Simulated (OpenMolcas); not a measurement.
# Pd⁵⁺ among point charges: CASSCF and CASPT2 levels and susceptibility

How does a field of 4 point charges split the states of Pd⁵⁺, and what χT follows?

The numbers are computed with OpenMolcas 26.06 (state-averaged CASSCF and CASPT2, spin-orbit coupling by RASSI with atomic mean-field integrals), except any that are marked as measured or tabulated.

## (1) What is computed

```
Species                           : Pd⁵⁺ (palladium, Z = 46, 41 electrons)
Basis                             : ANO-RCC-VDZP [6s5p3d1f], 43 functions
Scalar Hamiltonian                : DKH2, point nucleus
Inactive shells                   : 1s 2s 2p 3s 3p 3d 4s 4p
Active space                      : 5 electrons in 5 orbitals (4d)
Some configurations of this space : 4d5
Orbitals                          : optimised for each spin and parity, averaged over all roots
```

The outer shells:

4d5
```
4d [↑ ][↑ ][↑ ][↑ ][↑ ]
```

The ion sits among 4 point charges of -1 e arranged as a tetrahedron (Td), 1.89 Å from the ion.

Each step is its own input file, run in one work folder so that later steps find the files of earlier ones. Labels, J, g values, rates, χT and fits are worked out afterwards by a script from the matrices that RASSI stores.

## (2) One- and two-electron integrals

Input file a.inp:

```
&GATEWAY
Coord
1

Pd 0.0 0.0 0.0
Basis=ANO-RCC-VDZP
Group=NoSym
NoMove
AngMom=0.0 0.0 0.0
AMFI
XField
4 Angstrom 0
1.091192 1.091192 1.091192 -1.000000
1.091192 -1.091192 -1.091192 -1.000000
-1.091192 1.091192 -1.091192 -1.000000
-1.091192 -1.091192 1.091192 -1.000000
&SEWARD
```

## (3) Reference wave functions, sextets, 1 root

Input file a.inp:

```
&RASSCF
FileOrb=start.orb
Symmetry=1
Spin=6
nActEl=5 0 0
Inactive=18
Ras2=5
CIRoot=1 1 1
SDav=1
CIMx=300
Iter=120 100
PrWF=0.3
OrbListing=Nothing
MaxOrb=0
>>> COPY $Project.JobIph JOB001
```

start.orb holds the contracted functions of the basis, ordered by shell, or the orbitals of the step before.

## (4) Reference wave functions, quartets, 24 roots

Input file a.inp:

```
&RASSCF
FileOrb=start.orb
Symmetry=1
Spin=4
nActEl=5 0 0
Inactive=18
Ras2=5
CIRoot=24 24 1
SDav=24
CIMx=300
Iter=120 100
PrWF=0.3
OrbListing=Nothing
MaxOrb=0
>>> COPY $Project.JobIph JOB002
```

## (5) CASSCF: doublets, 75 roots

Input file a.inp:

```
&RASSCF
FileOrb=start.orb
Symmetry=1
Spin=2
nActEl=5 0 0
Inactive=18
Ras2=5
CIRoot=75 75 1
SDav=75
CIMx=300
Iter=120 100
PrWF=0.3
OrbListing=Nothing
MaxOrb=0
>>> COPY $Project.JobIph JOB003
```

## (6) State interaction with spin-orbit coupling

Input file a.inp:

```
&RASSI
NrOfJobIphs=3 1 24 75
1
1 2 3 4 5 6 7 8 9 10 11 12 13 14 15 16 17 18 19 20 21 22 23 24
1 2 3 4 5 6 7 8 9 10 11 12 13 14 15 16 17 18 19 20 21 22 23 24 25 26 27
28 29 30 31 32 33 34 35 36 37 38 39 40 41 42 43 44 45 46 47 48 49 50 51
52 53 54 55 56 57 58 59 60 61 62 63 64 65 66 67 68 69 70 71 72 73 74 75
IphNames
JOB001
JOB002
JOB003
EJob
SpinOrbit
DIPRint=1.0
SOCoupling=1000.0
Subsets=2
Property=9
'ANGMOM' 1 'ANGMOM' 2 'ANGMOM' 3 'MLTPL  1' 1 'MLTPL  1' 2 'MLTPL  1' 3
'AMFI' 1 'AMFI' 2 'AMFI' 3
SOProperty=3
'ANGMOM' 1 'ANGMOM' 2 'ANGMOM' 3
```

## (7) CASPT2: IPEA 0.25, imaginary shift 0.1 (closed shells correlated: 4s 4p)

Input file a.inp:

```
>>> COPY JOB001 $Project.JobIph
&CASPT2
Multistate=1 1
Frozen=14
IPEA=0.25
Imaginary=0.1
MaxIter=60
WThr=0.0 0.3 0.05
PrWF=0.5
NoMix
>>> COPY JOB002 $Project.JobIph
&CASPT2
Multistate=24 1 2 3 4 5 6 7 8 9 10 11 12 13 14 15 16 17 18 19 20 21 22
23 24
NoMult
Frozen=14
IPEA=0.25
Imaginary=0.1
MaxIter=60
WThr=0.0 0.3 0.05
PrWF=0.5
NoMix
>>> COPY JOB003 $Project.JobIph
&CASPT2
Multistate=75 1 2 3 4 5 6 7 8 9 10 11 12 13 14 15 16 17 18 19 20 21 22
23 24 25 26 27 28 29 30 31 32 33 34 35 36 37 38 39 40 41 42 43 44 45 46
47 48 49 50 51 52 53 54 55 56 57 58 59 60 61 62 63 64 65 66 67 68 69 70
71 72 73 74 75
NoMult
Frozen=14
IPEA=0.25
Imaginary=0.1
MaxIter=60
WThr=0.0 0.3 0.05
PrWF=0.5
NoMix
```

(Steps that only read results are left out.)

Q: Predict the outcome of this session. Wanted: spin-free ground state; lowest level; next level.

As calculated:

| quantity | value |
| --- | --- |
| method | SS-CASPT2, IPEA 0.25, imaginary shift 0.1 (closed shells correlated: 4s 4p) |
| spin-free ground state | 6A1, 1-fold in its orbital part |
| lowest level | 4-fold Γ8 |
| next level | 0.1 cm⁻¹ |
| χT at 300 K | 4.36 cm³ K/mol |
| effective moment at 300 K | 5.90 μB |

Cost by method:

```tsv
method	time of its own steps	time with the reference
A. CASSCF	38 s	38 s
B. SS-CASPT2, IPEA 0.25, imaginary shift 0.1, +4s 4p	13 s	52 s
```

Times are of one thread on a shared host.

The spin-free ground state (6A1) comes to 100 % from free-ion S terms and keeps the highest spin of the shell. χT at 300 K is 4.36, against 4.39 cm³ K/mol for the spin alone, as a half-filled shell (L = 0) has no orbital moment. An active space of the d shell alone favours high spin; real ions in strong fields can be low spin. A ligand-field fit to the states below 45000 cm-1 gives 10Dq = 45 cm-1, B = 775 cm-1 and C = 4533 cm-1 (C/B = 5.85), with a deviation of 508 cm-1. CASPT2 does not keep the components of a term degenerate, and the means are used. The field of point charges can differ much from that of real complexes. Point charges carry no covalency, so the field is a model and not that of real ligands.
